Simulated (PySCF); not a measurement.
**SiCl2F2: fields and orbitals**

Aim: take SiCl2F2 and analyse its density (charges, bond critical points, surface potential), see where an electron leaves and enters and measure its response to a uniform field.

Method: levels as typed in each script, gas phase, geometry from GFN2-xTB; program: PySCF 2.14.0.

## Step 1: The starting structure

5 atoms, charge 0, spin multiplicity 1.

Bond lengths: F1–Si2 1.595 Å, Si2–F3 1.595 Å, Si2–Cl4 1.973 Å, Si2–Cl5 1.973 Å. Angles: F1–Si2–F3 100.3°, F1–Si2–Cl4 109.6°, F1–Si2–Cl5 109.6°, F3–Si2–Cl4 109.6°, F3–Si2–Cl5 109.6°, Cl4–Si2–Cl5 117.0°.

Geometry (Å):

```
F    -0.00015   -1.27449   -1.22502
Si    0.00003   -0.25247   -0.00005
F     0.00014   -1.27447    1.22507
Cl   -1.68245    0.77868    0.00006
Cl    1.68243    0.77869   -0.00005
```

## Step 2: Density, bond paths and surface potential (B3LYP/def2-svpd)

input.py reads:

```python
import numpy as np
from pyscf import gto, scf, dft
from pyscf.scf import atom_ks, atom_hf
from scipy.linalg import block_diag

def solve(mol, dm0=None, hcore=None):
    mf = (dft.UKS if mol.spin else dft.RKS)(mol, xc='b3lyp')
    mf.grids.level = 3
    mf = mf.density_fit(auxbasis='def2-universal-jkfit')
    mf.conv_tol, mf.max_cycle = 1e-8, 80
    if hcore is not None:
        mf.get_hcore = lambda *args: hcore
    mf.kernel(dm0)
    if not mf.converged:
        mf = mf.newton().run(mf.mo_coeff, mf.mo_occ, max_cycle=30)
    assert mf.converged, 'SCF not converged'
    return mf

mol = gto.M(atom='''
F     -0.00015    -1.27449    -1.22502
Si     0.00003    -0.25247    -0.00005
F      0.00014    -1.27447     1.22507
Cl    -1.68245     0.77868     0.00006
Cl     1.68243     0.77869    -0.00005
''', basis='def2-svpd', charge=0, spin=0, verbose=4)
mf = solve(mol)
mf.analyze()
# spherically averaged free atoms, for the promolecule
atm = atom_ks.get_atm_nrks(mol, xc='b3lyp')
pro = block_diag(*[(atm[a[0]][2] * atm[a[0]][3]) @ atm[a[0]][2].T for a in mol._atom])
np.savez('result.npz', e=mf.e_tot, c=mf.mo_coeff, occ=mf.mo_occ, eps=mf.mo_energy, pro=pro, dip=mf.dip_moment(verbose=0), s2=mf.spin_square()[0])
```

Started as:

```bash
$ OMP_NUM_THREADS=1 python input.py
```

## Step 4: Removing and adding an electron (B3LYP/def2-svpd)

Edit input.py of step 2 so:

```diff
@@ -26,3 +26,12 @@
 mf = solve(mol)
-mf.analyze()
+out = dict(e0=mf.e_tot, dm0=mf.make_rdm1(), c=mf.mo_coeff, occ=mf.mo_occ, eps=mf.mo_energy)
+for name, dq, spin in [('cation', 1, 1)]:
+    ion = mol.copy().set(charge=mol.charge + dq, spin=spin).build()
+    mi = solve(ion)
+    if spin and dq > 0 and mol.nao < 130:
+        c, _, stable, _ = mi.stability(return_status=True)
+        if not stable:
+            mi = solve(ion, mi.make_rdm1(c, mi.mo_occ))
+    print(name, 'vertical energy change / eV', (mi.e_tot - mf.e_tot) * 27.211386)
+    out.update({'e_' + name: mi.e_tot, 'dm_' + name: mi.make_rdm1(), 's2_' + name: mi.spin_square()[0], 'eps_' + name: mi.mo_energy, 'occ_' + name: mi.mo_occ})
 # spherically averaged free atoms, for the promolecule
@@ -30,2 +39,2 @@
 pro = block_diag(*[(atm[a[0]][2] * atm[a[0]][3]) @ atm[a[0]][2].T for a in mol._atom])
-np.savez('result.npz', e=mf.e_tot, c=mf.mo_coeff, occ=mf.mo_occ, eps=mf.mo_energy, pro=pro, dip=mf.dip_moment(verbose=0), s2=mf.spin_square()[0])
+np.savez('result.npz', pro=pro, **out)
```

## Step 6: Response to an electric field (B3LYP/def2-svpd)

input.py reads:

```python
import numpy as np
from pyscf import gto, scf, dft
from pyscf.scf import atom_ks, atom_hf
from scipy.linalg import block_diag

def solve(mol, dm0=None, hcore=None):
    mf = (dft.UKS if mol.spin else dft.RKS)(mol, xc='b3lyp')
    mf.grids.level = 3
    mf = mf.density_fit(auxbasis='def2-universal-jkfit')
    mf.conv_tol, mf.max_cycle = 1e-8, 80
    if hcore is not None:
        mf.get_hcore = lambda *args: hcore
    mf.kernel(dm0)
    if not mf.converged:
        mf = mf.newton().run(mf.mo_coeff, mf.mo_occ, max_cycle=30)
    assert mf.converged, 'SCF not converged'
    return mf

mol = gto.M(atom='''
F     -0.00015    -1.27449    -1.22502
Si     0.00003    -0.25247    -0.00005
F      0.00014    -1.27447     1.22507
Cl    -1.68245     0.77868     0.00006
Cl     1.68243     0.77869    -0.00005
''', basis='def2-svpd', charge=0, spin=0, verbose=4)
field = np.array([0.004, 0.0, 0.0])  # atomic units
mol.set_common_orig(mol.atom_charges() @ mol.atom_coords() / mol.atom_charges().sum())
mf = solve(mol)
out = dict(dm0=mf.make_rdm1(), d0=mf.dip_moment(unit='AU'), e0=mf.e_tot)
for name, sign in (('p', 1), ('m', -1)):
    h = mf.get_hcore() + sign * np.einsum('x,xij->ij', field, mol.intor('int1e_r'))
    mi = solve(mol, mf.make_rdm1(), h)
    out.update({'dm' + name: mi.make_rdm1(), 'd' + name: mi.dip_moment(unit='AU'), 'e' + name: mi.e_tot})
# spherically averaged free atoms, for the promolecule
atm = atom_ks.get_atm_nrks(mol, xc='b3lyp')
pro = block_diag(*[(atm[a[0]][2] * atm[a[0]][3]) @ atm[a[0]][2].T for a in mol._atom])
np.savez('result.npz', pro=pro, **out)
```

(Steps that only read results are left out.)

**Question.** What will these runs give? Wanted: dipole moment; HOMO, LUMO; vertical ionisation energy; polarisability along the field.

**Answer**, as computed:

```
                                        quantity            value
                 dipole moment (B3LYP/def2-svpd)           1.51 D
                    HOMO, LUMO (B3LYP/def2-svpd)  -9.99, -0.82 eV
    vertical ionisation energy (B3LYP/def2-svpd)         12.51 eV
polarisability along the field (B3LYP/def2-svpd)       57.7 bohr³
```

What this shows: At B3LYP/def2-svpd: The highest Hirshfeld charge is on Si2 (+0.50 e), the lowest on F1 and F3 (−0.20 e). The ionisation energy from two SCF runs, 12.51 eV, lies 2.5 eV above −ε(HOMO) = 9.99 eV of the same level, B3LYP/def2-svpd, since self-interaction lifts this functional's HOMO. The geometry was not optimised at these levels.
